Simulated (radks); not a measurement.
**Tc⁺ in [Kr] 4d5.25 5s0.75: an all-electron calculation**

The task here is to estimate one member of a computed series from the others.

The numbers are computed with radks (a radial shooting solver on a logarithmic mesh, Libxc functionals) version 1 (Dirac Kohn-Sham, PBE, spin-unpolarised, spherical densities, finite nucleus; open shells are shared between the two j in proportion to 2j + 1), except any that are marked as measured or tabulated.

**What is computed**

| Item | Value |
| --- | --- |
| element | technetium (Z = 43) |
| charge | +1 |
| electrons | 42 |
| configuration | [Kr] 4d5.25 5s0.75 |
| nuclear rms radius | 4.4112 fm |

The first run:

The run's settings:

```text
Z 43
configuration [Kr] 4d5.25 5s0.75 5p0 6s0
relativity Dirac
functional pbe,pbe
spin unpolarised
j_filling average
nucleus finite rms 4.4112 fm
c 137.035999084
```

On the command line:

```bash
> python run_ks.py task.json out
```

This one command runs every case of the session in turn.

One of the session's tables, all rows but one given; the rest of the session is left out.

It belongs to the step «Shells». Sizes of the orbitals, from the radial functions (bohr):

| level | <r> | outermost maximum (interpolated) | 90 % within | nodes |
| --- | --- | --- | --- | --- |
| 1s1/2 | 0.03428 | 0.0223 | 0.0614 | 0 |
| 2s1/2 | 0.1493 | 0.126 | 0.231 | 1 |
| 2p1/2 | 0.1271 | 0.0981 | 0.208 | 0 |
| 2p3/2 | 0.1318 | 0.102 | 0.214 | 0 |
| 3s1/2 | 0.4152 | 0.372 | 0.613 | 2 |
| 3p1/2 | 0.4090 | 0.359 | 0.618 | 1 |
| 3p3/2 | 0.4196 | 0.369 | 0.633 | 1 |
| 3d3/2 | 0.3970 | 0.310 | 0.633 | 0 |
| 3d5/2 | 0.4005 | 0.313 | 0.638 | 0 |
| 4s1/2 | ? | ? | ? | ? |
| 4p1/2 | 1.154 | 1.01 | 1.71 | 2 |
| 4p3/2 | 1.185 | 1.03 | 1.76 | 2 |
| 4d3/2 | 1.679 | 1.27 | 2.69 | 1 |
| 4d5/2 | 1.699 | 1.28 | 2.73 | 1 |
| 5s1/2 | 3.067 | 2.64 | 4.51 | 4 |
| 5p1/2 | 3.842 | 3.24 | 5.72 | 3 |
| 5p3/2 | 3.936 | 3.33 | 5.85 | 3 |

**Question.** Estimate the row for 4s1/2.

The run gave: <r>: 1.059; outermost maximum (interpolated): 0.950; 90 % within: 1.54; nodes: 3. In the column «<r>» it lies between 3p3/2 (0.4196) and 4p1/2 (1.154).
